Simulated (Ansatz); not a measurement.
**C₂H₂BF: a ladder of functionals and wavefunction methods**

An exercise on one series of results from a longer session: the logs are not shown, and one member is left open.

Computed with Ansatz 0.2.0, Gaussian basis. Level: functionals in def2-TZVPP, the program's frozen cores in correlated methods.

The runs, in order: LDA (SPW92), PBE-D4, revPBE-D4, BLYP-D4, r2SCAN-D4, B97M-V, PBE0-D4, B3LYP-D4, r2SCANh-D4, r2SCAN0-D4, HSE06-D4, BHLYP-D4, CAM-B3LYP-D4, LC-ωPBE, ωB97X-V, ωB97M-V, B2PLYP, PBE-QIDH; CCSD(T)/def2-SVP; CCSD(T)/def2-TZVPP; MP2/def2-QZVPP; extrapolation to the limit; RPA on PBE.

## The geometry

All runs share one geometry, relaxed beforehand with PBE0-D4 in a triple-zeta def2 set.

SMILES `FB1C=C1`, 6 atoms, charge 0, spin multiplicity 1.

Atoms are counted from 1 here; the program's logs count them from 0.

Bond lengths: F1–B2 1.317 Å, B2–C3 1.463 Å, B2–C4 1.463 Å, C3–C4 1.359 Å, C3–H5 1.082 Å, C4–H6 1.082 Å. Angles: F1–B2–C3 152.3°, F1–B2–C4 152.3°, C3–B2–C4 55.3°, B2–C3–C4 62.3°, B2–C3–H5 161.1°, C4–C3–H5 136.6°, B2–C4–C3 62.3°, B2–C4–H6 161.1°, C3–C4–H6 136.6°.

Set-up of the first run:

Input file in.yaml:

```yaml
crystal:
  periodic: [false, false, false]
  atoms:
    - {symbol: F, position_ang: [-1.087755, -1.869391, 0.468079]}
    - {symbol: B, position_ang: [-0.435286, -0.761650, 0.184532]}
    - {symbol: C, position_ang: [0.788832, 0.035004, 0.096445]}
    - {symbol: C, position_ang: [-0.374904, 0.622612, -0.285636]}
    - {symbol: H, position_ang: [1.831033, 0.320806, 0.157376]}
    - {symbol: H, position_ang: [-0.679819, 1.588619, -0.666996]}
basis:
  gaussian: {orbitals: def2-TZVPP}
hamiltonian: {xc: lda}
output: {orbitals: {seedname: orbitals}}
```

The run is started by

```sh
$ ansatz run in.yaml --threads 2 --pin off --events-out ev --progress --plain --max-ram 4352MiB
```

Steps of the session up to this table: LDA; PBE-D4 (GGA); revPBE-D4 (GGA); BLYP-D4 (GGA); r2SCAN-D4 (meta-GGA); B97M-V (meta-GGA); B3LYP-D4 (hybrid); r2SCANh-D4 (hybrid); r2SCAN0-D4 (hybrid); HSE06-D4 (hybrid); BHLYP-D4 (hybrid); CAM-B3LYP-D4 (range-separated); LC-ωPBE (range-separated); ωB97X-V (range-separated); ωB97M-V (range-separated); B2PLYP (double hybrid); PBE-QIDH (double hybrid).

One table of the session follows, with a row left open; its other results are not shown here.

It belongs to the step «Frontier levels by functional». 

| functional | HOMO (eV) | gap (eV) |
| --- | --- | --- |
| LDA (SPW92) | -6.69 | 4.80 |
| PBE-D4 | -6.57 | 4.94 |
| revPBE-D4 | -6.52 | 4.99 |
| BLYP-D4 | -6.49 | 5.01 |
| r2SCAN-D4 | -6.83 | 5.52 |
| B97M-V | -6.93 | 5.73 |
| PBE0-D4 | -7.99 | 7.48 |
| B3LYP-D4 | -7.79 | 7.03 |
| r2SCANh-D4 | -7.36 | 6.44 |
| r2SCAN0-D4 | -8.16 | 7.82 |
| HSE06-D4 | ? | ? |
| BHLYP-D4 | -9.36 | 10.02 |
| CAM-B3LYP-D4 | -9.43 | 10.11 |
| LC-ωPBE | -10.76 | 12.66 |
| ωB97X-V | -10.40 | 12.23 |
| ωB97M-V | -10.27 | 11.97 |

Estimate the missing values for HSE06-D4.

**Answer.** HOMO (eV): -7.59; gap (eV): 6.68. In the column «HOMO (eV)» it lies between B3LYP-D4 (-7.79) and r2SCANh-D4 (-7.36).
